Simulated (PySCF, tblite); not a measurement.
**C5H7F3O: a rotation path, then NMR shifts on frames**

Aim: move C5H7F3O (`CC[C@H](C=O)C(F)(F)F`) away from its starting geometry and see how NMR shifts follow the geometry.

The runs use tblite 0.8.0 and PySCF 2.14.0, with density-fitted response routines of our own; the level of theory stands in each step. All values are computed, except where a source is named. Atoms count from 0, in the outputs and in this text.

**1. The molecule as given**

16 atoms, charge 0, multiplicity 1; geometry from: GFN2-xTB.

Bonds of the start (Å): C0–C1 1.52, C1–C2 1.53, C2–C3 1.52, C3–O4 1.19, C2–C5 1.52, C5–F6 1.34, C5–F7 1.34, C5–F8 1.34, C0–H9 1.09, C0–H10 1.09, C0–H11 1.09, C1–H12 1.09, C1–H13 1.09, C2–H14 1.10, C3–H15 1.11.

**2. The rotation path with GFN2-xTB**

The job: settings as JSON, then the geometry in Å.

```
{"job": {"kind": "neb", "xc": "GFN2-xTB", "basis": "xTB", "atoms": [0, 1, 2, 5], "turn": 120}, "charge": 0, "multiplicity": 1}
C      2.053838     0.088280     0.180115
C      0.649641    -0.053621     0.753898
C     -0.403109    -0.195810    -0.352507
C     -0.685727     1.113007    -1.079105
O     -0.107090     2.137427    -0.886463
C     -1.715011    -0.725890     0.215035
F     -1.562833    -1.917516     0.808553
F     -2.647531    -0.897809    -0.736207
F     -2.246208     0.092876     1.129636
H      2.317376    -0.782135    -0.417042
H      2.124851     0.976252    -0.441499
H      2.771975     0.178171     0.990387
H      0.606878    -0.931279     1.402164
H      0.409171     0.827027     1.351989
H     -0.077749    -0.926663    -1.103885
H     -1.496069     1.026627    -1.826481
```

With the program's defaults for keys left out, this is: GFN2-xTB climbing-image nudged elastic band, gas phase.

The run is started by

```console
> OMP_NUM_THREADS=1 python probes_run.py task.json out
```

This one command runs all jobs of the session in turn.

The program printed:

```text
image   E - E0 / eV
  0      -0.0000
  1       0.0280
  2       0.1042
  3       0.1899
  4       0.2352
  5       0.2144
  6       0.1276
  7       0.0539
  8       0.0213
```

Run time: 12 s. Hardware: 1 thread of Intel Xeon Platinum 8175M at 2.50GHz, shared host; peak memory 0.19 GiB.

The final band, with the dihedral C0–C1–C2–C5:

```
image  dihedral (°)  energy (eV)  energy (kcal/mol)
    0           164        0.000                0.0
    1           180        0.028                0.6
    2           196        0.104                2.4
    3           212        0.190                4.4
    4           230        0.235                5.4
    5           248        0.214                4.9
    6           266        0.128                2.9
    7           286        0.054                1.2
    8           302        0.021                0.5
```

**3. Shielding tensors: image 0, PBE0/pcSseg-1**

The job: settings as JSON, then the geometry in Å.

```
{"job": {"kind": "nmr", "xc": "PBE0", "basis": "pcSseg-1", "pop": false}, "charge": 0, "multiplicity": 1}
C      2.053800     0.088300     0.180100
C      0.649600    -0.053600     0.753900
C     -0.403100    -0.195800    -0.352500
C     -0.685700     1.113000    -1.079100
O     -0.107100     2.137400    -0.886500
C     -1.715000    -0.725900     0.215000
F     -1.562800    -1.917500     0.808600
F     -2.647500    -0.897800    -0.736200
F     -2.246200     0.092900     1.129600
H      2.317400    -0.782100    -0.417000
H      2.124900     0.976300    -0.441500
H      2.772000     0.178200     0.990400
H      0.606900    -0.931300     1.402200
H      0.409200     0.827000     1.352000
H     -0.077700    -0.926700    -1.103900
H     -1.496100     1.026600    -1.826500
```

Method: GIAO PBE0/pcSseg-1 NMR shielding, non-relativistic, gas phase.

The program printed:

```text
coarse grid: 14120 points
cycle   1  E = -568.5330464272  dE =  1.399e+00  |g| = 1.155e+00  |ddm| = 3.453e+00
cycle   2  E = -567.9431596447  dE =  5.899e-01  |g| = 2.153e+00  |ddm| = 2.432e+00
cycle   3  E = -568.7631856211  dE = -8.200e-01  |g| = 2.754e-01  |ddm| = 1.929e+00
cycle   4  E = -568.7762724685  dE = -1.309e-02  |g| = 9.876e-02  |ddm| = 2.337e-01
cycle   5  E = -568.7778325495  dE = -1.560e-03  |g| = 1.900e-02  |ddm| = 6.593e-02
cycle   6  E = -568.7779010643  dE = -6.851e-05  |g| = 6.366e-03  |ddm| = 1.746e-02
cycle   7  E = -568.7779090662  dE = -8.002e-06  |g| = 1.294e-03  |ddm| = 5.415e-03
final grid: 139664 points
cycle   8  E = -568.8610913211  dE = -4.133e-05  |g| = 1.376e-02  |ddm| = 2.919e-02
cycle   9  E = -568.8610064506  dE =  8.487e-05  |g| = 2.553e-02  |ddm| = 2.734e-02
cycle  10  E = -568.8611273167  dE = -1.209e-04  |g| = 2.687e-03  |ddm| = 1.853e-02
cycle  11  E = -568.8611288411  dE = -1.524e-06  |g| = 2.836e-04  |ddm| = 2.045e-03
cycle  12  E = -568.8611288508  dE = -9.632e-09  |g| = 1.438e-04  |ddm| = 2.758e-04
cycle  13  E = -568.8611288538  dE = -2.986e-09  |g| = 3.101e-05  |ddm| = 8.901e-05
cycle  14  E = -568.8611288539  dE = -1.785e-10  |g| = 8.618e-06  |ddm| = 2.566e-05
converged SCF energy = -568.8611288539

GIAO shielding tensors (ppm)
atom      isotropic    diamagn.    paramagn.     s11        s22        s33       span
  0 C      172.496     246.787     -74.291    158.540    170.586    188.361     29.821
  1 C      167.021     247.911     -80.890    156.937    169.631    174.494     17.557
  2 C      124.322     256.137    -131.815    103.012    132.344    137.612     34.600
  3 C      -14.599     246.923    -261.522   -105.111    -34.695     96.009    201.120
  4 O     -378.561     400.334    -778.895  -1054.956   -471.797    391.070   1446.026
  5 C       52.116     243.971    -191.855     48.336     51.283     56.728      8.393
  6 F      250.459     474.114    -223.654    168.626    243.121    339.632    171.006
  7 F      254.502     472.786    -218.284    165.939    264.469    333.098    167.159
  8 F      258.389     474.867    -216.478    175.046    263.581    336.540    161.493
  9 H       31.128      30.002       1.126     26.528     29.350     37.505     10.978
 10 H       30.169      30.111       0.058     24.824     29.764     35.917     11.093
 11 H       30.440      28.413       2.027     25.894     27.379     38.046     12.153
 12 H       30.047      31.649      -1.602     23.876     31.115     35.150     11.273
 13 H       29.635      31.829      -2.195     25.369     29.233     34.303      8.934
 14 H       29.098      33.035      -3.938     24.844     30.840     31.609      6.765
 15 H       21.502      27.780      -6.278     18.942     19.924     25.640      6.697
```

Wall time 47 s (1 thread of Intel Xeon Platinum 8175M at 2.50GHz, shared host); peak memory 0.84 GiB.

The references, computed at this level on geometries of the same kind, shield at (ppm): 1H TMS 31.72, 13C TMS 186.9, 19F CFCl3 170.9, 17O H2O 336.1. Their shielding less the atom's gives the shift. The references are single molecules in the gas phase, so shifts against H2O, NH3, PH3, H3PO4 or CFCl3 are not on the usual liquid scales and can be off by tens of ppm. Each atom is listed at this fixed geometry, with no averaging over motion; a spectrum would average atoms that exchange fast.

```
atoms                              environment  σ (ppm)  δ (ppm)
   C3                 aldehyde carbonyl carbon    -14.6    201.5
   C5                               CF3 carbon     52.1    134.8
   C2                   sp3 CH α to a carbonyl    124.3     62.6
   C1                                  sp3 CH2    167.0     19.9
   C0                            methyl carbon    172.5     14.4
  H15  hydrogen on an aldehyde carbonyl carbon    21.50    10.21
  H14    hydrogen on an sp3 CH α to a carbonyl    29.10     2.62
  H13                   hydrogen on an sp3 CH2    29.63     2.08
  H12                   hydrogen on an sp3 CH2    30.05     1.67
  H10              hydrogen on a methyl carbon    30.17     1.55
  H11              hydrogen on a methyl carbon    30.44     1.28
   H9              hydrogen on a methyl carbon    31.13     0.59
   O4                          aldehyde oxygen   -378.6    714.6
   F6                  fluorine of a CF3 group    250.5    -79.5
   F7                  fluorine of a CF3 group    254.5    -83.6
   F8                  fluorine of a CF3 group    258.4    -87.4
```

**4. Nuclear shieldings: image 2, PBE0/pcSseg-1**

The job: settings as JSON, then the geometry in Å.

```
{"job": {"kind": "nmr", "xc": "PBE0", "basis": "pcSseg-1", "pop": false}, "charge": 0, "multiplicity": 1}
C      2.010900     0.315500     0.255900
C      0.688100    -0.292900     0.706000
C     -0.407200    -0.315300    -0.376400
C     -0.569200     0.921300    -1.252700
O      0.095200     1.909900    -1.232600
C     -1.755100    -0.564700     0.297600
F     -1.760800    -1.697700     1.012200
F     -2.762800    -0.670900    -0.583100
F     -2.089100     0.420500     1.139500
H      2.373800    -0.159400    -0.651900
H      1.900300     1.378800     0.072500
H      2.751400     0.177800     1.039500
H      0.854700    -1.325900     1.022900
H      0.319300     0.264100     1.569300
H     -0.247400    -1.154500    -1.066300
H     -1.409700     0.802100    -1.963700
```

Level: GIAO PBE0/pcSseg-1 NMR shielding, non-relativistic, gas phase.

The program printed:

```text
coarse grid: 14120 points
cycle   1  E = -568.5250641722  dE =  1.401e+00  |g| = 1.157e+00  |ddm| = 3.453e+00
cycle   2  E = -567.9263945334  dE =  5.987e-01  |g| = 2.164e+00  |ddm| = 2.418e+00
cycle   3  E = -568.7565113720  dE = -8.301e-01  |g| = 2.760e-01  |ddm| = 1.909e+00
cycle   4  E = -568.7695813454  dE = -1.307e-02  |g| = 1.002e-01  |ddm| = 2.298e-01
cycle   5  E = -568.7711888766  dE = -1.608e-03  |g| = 1.890e-02  |ddm| = 6.524e-02
cycle   6  E = -568.7712562818  dE = -6.741e-05  |g| = 6.446e-03  |ddm| = 1.730e-02
cycle   7  E = -568.7712645448  dE = -8.263e-06  |g| = 1.292e-03  |ddm| = 5.547e-03
final grid: 139664 points
cycle   8  E = -568.8558223844  dE = -4.252e-05  |g| = 1.307e-02  |ddm| = 2.894e-02
cycle   9  E = -568.8557455568  dE =  7.683e-05  |g| = 2.427e-02  |ddm| = 2.508e-02
cycle  10  E = -568.8558550050  dE = -1.094e-04  |g| = 2.528e-03  |ddm| = 1.710e-02
cycle  11  E = -568.8558563613  dE = -1.356e-06  |g| = 2.773e-04  |ddm| = 1.949e-03
cycle  12  E = -568.8558563704  dE = -9.155e-09  |g| = 1.419e-04  |ddm| = 2.626e-04
cycle  13  E = -568.8558563733  dE = -2.887e-09  |g| = 2.978e-05  |ddm| = 8.892e-05
cycle  14  E = -568.8558563735  dE = -1.598e-10  |g| = 8.168e-06  |ddm| = 2.513e-05
converged SCF energy = -568.8558563735

GIAO shielding tensors (ppm)
atom      isotropic    diamagn.    paramagn.     s11        s22        s33       span
  0 C      175.467     246.313     -70.846    167.104    175.285    184.012     16.909
  1 C      164.583     247.258     -82.675    152.365    168.215    173.170     20.806
  2 C      127.651     256.281    -128.630    106.700    135.967    140.285     33.585
  3 C      -14.831     246.504    -261.335   -103.567    -32.467     91.541    195.109
  4 O     -384.458     400.722    -785.179  -1063.434   -466.403    376.465   1439.899
  5 C       51.764     244.290    -192.525     47.910     50.844     56.539      8.630
  6 F      248.753     474.193    -225.441    166.700    246.364    333.194    166.494
  7 F      254.351     472.674    -218.323    165.527    267.176    330.349    164.822
  8 F      258.734     475.039    -216.305    177.257    258.384    340.561    163.304
  9 H       31.023      29.983       1.040     26.825     29.185     37.059     10.234
 10 H       28.855      29.914      -1.059     22.415     28.369     35.783     13.368
 11 H       30.640      28.359       2.281     25.884     28.021     38.015     12.131
 12 H       29.827      31.247      -1.420     23.634     30.594     35.254     11.620
 13 H       29.693      31.612      -1.919     24.370     31.094     33.616      9.246
 14 H       28.718      32.389      -3.670     24.917     29.508     31.729      6.811
 15 H       21.517      27.704      -6.187     18.585     20.126     25.841      7.256
```

Wall time 49 s (1 thread of Intel Xeon Platinum 8175M at 2.50GHz, shared host); peak memory 0.86 GiB.

This run: δ C3 201.8, C5 135.2, C2 59.3, C1 22.3, H15 10.20, H14 3.00 ppm.

(Part 1 of 2 ends here.)
